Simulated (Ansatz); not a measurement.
# RPA@PBE0/def2-SVP run of CH3BCl2O (methoxydichloroborane)

Aim: the vertical singlet–triplet gap of CH3BCl2O (methoxydichloroborane) at RPA@PBE0/def2-SVP, from 2 runs. 

The calculation is run with Ansatz 0.2.0.

108 further runs of the same task are left out: 108 set aside as unsound or not needed.

### 1 The structure to begin with

CH3BCl2O: 8 atoms, total charge 0, spin state singlet. SMILES: `COB(Cl)Cl`. The coordinates come from a PBE0-D4/def2-TZVP relaxation.

Bond lengths: C1–O2 1.417 Å, O2–B3 1.331 Å, B3–Cl4 1.752 Å, B3–Cl5 1.763 Å, C1–H6 1.090 Å, C1–H7 1.091 Å, C1–H8 1.091 Å. Angles: C1–O2–B3 126.0°, O2–B3–Cl4 118.1°, O2–B3–Cl5 123.2°, Cl4–B3–Cl5 118.7°, O2–C1–H6 107.8°, O2–C1–H7 111.7°, O2–C1–H8 108.7°, H6–C1–H7 109.9°, H6–C1–H8 109.2°, H7–C1–H8 109.6°.

### 2 The energy at RPA@PBE0/def2-SVP

File molecule.yaml:

```yaml
crystal:
  periodic: [false, false, false]
  atoms:
    - symbol: C
      position_ang: [-0.173000, -0.644100, 0.940400]
    - symbol: O
      position_ang: [0.000100, -0.547100, -0.462300]
    - symbol: B
      position_ang: [0.213000, 0.573500, -1.147500]
    - symbol: Cl
      position_ang: [0.382900, 0.455700, -2.887600]
    - symbol: Cl
      position_ang: [0.331800, 2.160700, -0.389600]
    - symbol: H
      position_ang: [0.452100, -1.462400, 1.297300]
    - symbol: H
      position_ang: [0.104200, 0.282000, 1.445200]
    - symbol: H
      position_ang: [-1.218800, -0.875400, 1.148200]
basis:
  gaussian:
    orbitals: def2-SVP
hamiltonian:
  xc: pbe0
correlation:
  method: rpa
  frozen_orbitals: {B: 1, C: 1, Cl: 5, H: 0, O: 1}
accuracy: high
```

Run with:

```console
ansatz run molecule.yaml --threads 1 --pin off --max-ram 3480MiB --events-out events.jsonl --progress --plain --runs-dir runs
```

The program printed:

```text
Warning: RAYON_NUM_THREADS=1 ignored (pool sized by the plan → 1); use --threads N
Functional definition: PBE0
  name "PBE0"
  parameter a = 0.25
  parameter kappa = 0.804
  parameter beta = 0.06672455060314922
  exchange = (1 - a)*pbe_x(kappa = kappa, mu = beta*pi^2/3) + a*exact_x
  correlation = pbe_c(beta = beta)
2081 factors; integrals over basis functions are off by at most 5.6e-9 eV
mean field evaluation 1: about -28831.5631 eV, gradient 3.9e1 eV
mean field evaluation 2: about -28831.8044 eV, gradient 3.9e1 eV
mean field evaluation 4: about -28834.6992 eV, gradient 8.2e0 eV
mean field evaluation 8: about -28834.8321 eV, gradient 5.2e-1 eV
mean field evaluation 16: about -28834.8327 eV, gradient 2.6e-5 eV
mean field -28834.83267881 eV, -1059.6605559945 hartree, gradient 4.1e-8 eV, S^2 0.000000; 0 other end points of the search recorded, 0 dependent functions left out
13 core orbitals not correlated: weight in the atoms' cores, before any rotation towards them, 1.000 or more for the frozen orbitals, at most 0.000 for the correlated occupied ones
reference -28786.36588176 eV, -1057.8794340549 hartree; 15, 15 occupied and 65, 65 virtual orbitals, 2081 factors
Total energy: -28812.74295754 eV, -1058.8487737111 hartree
```

Run time: 15 s. Hardware: 1 thread of Arm Neoverse V1, shared host; peak memory 0.33 GiB.

### 3 The triplet, same level

File input.yaml:

```yaml
basis:
  gaussian:
    orbitals: def2-SVP
crystal:
  periodic: [false, false, false]
  atoms:
    - symbol: C
      position_ang: [-0.173000, -0.644100, 0.940400]
    - symbol: O
      position_ang: [0.000100, -0.547100, -0.462300]
    - symbol: B
      position_ang: [0.213000, 0.573500, -1.147500]
    - symbol: Cl
      position_ang: [0.382900, 0.455700, -2.887600]
    - symbol: Cl
      position_ang: [0.331800, 2.160700, -0.389600]
    - symbol: H
      position_ang: [0.452100, -1.462400, 1.297300]
    - symbol: H
      position_ang: [0.104200, 0.282000, 1.445200]
    - symbol: H
      position_ang: [-1.218800, -0.875400, 1.148200]
correlation:
  method: rpa
  frozen_orbitals: {B: 1, C: 1, Cl: 5, H: 0, O: 1}
magnetization:
  spin_polarized: true
  initial_magnetization: 2
accuracy: high
hamiltonian:
  xc: pbe0
```

Run with:

```console
ansatz run input.yaml --threads 1 --pin off --max-ram 3480MiB --events-out events.jsonl --progress --plain --runs-dir runs
```

The program printed, shortened:

```text
Warning: RAYON_NUM_THREADS=1 ignored (pool sized by the plan → 1); use --threads N
[... 2 set-up lines as earlier in the session ...]
[...]
2081 factors; integrals over basis functions are off by at most 5.6e-9 eV
[...]
mean field -28827.93091355 eV, -1059.4069207995 hartree, gradient 2.6e-8 eV, S^2 2.006172; 8 other end points of the search recorded, 0 dependent functions left out
13 core orbitals not correlated: weight in the atoms' cores, before any rotation towards them, 1.000 or more for the frozen orbitals, at most 0.000 for the correlated occupied ones
reference -28778.15851954 eV, -1057.5778190566 hartree; 16, 14 occupied and 64, 66 virtual orbitals, 2081 factors
Total energy: -28805.47861995 eV, -1058.5818142286 hartree
```

Run time: 69 s. Hardware: 1 thread of Arm Neoverse V1, shared host; peak memory 0.67 GiB.

### 4 Results

Level: RPA@PBE0/def2-SVP, 13 core orbitals frozen.

| quantity | value |
| --- | --- |
| singlet: total energy | -1058.84877 Eh |
| singlet: RPA correlation energy (valence) | -969.3 mEh |
| triplet: total energy | -1058.58181 Eh |
| triplet: RPA correlation energy (valence) | -1004.0 mEh |
| triplet: ⟨S²⟩ of the reference determinant | 2.006 |
| vertical energy of the triplet above the singlet | 7.264 eV |

What this shows: At this shape the triplet lies 7.26 eV (701 kJ/mol) above the singlet.
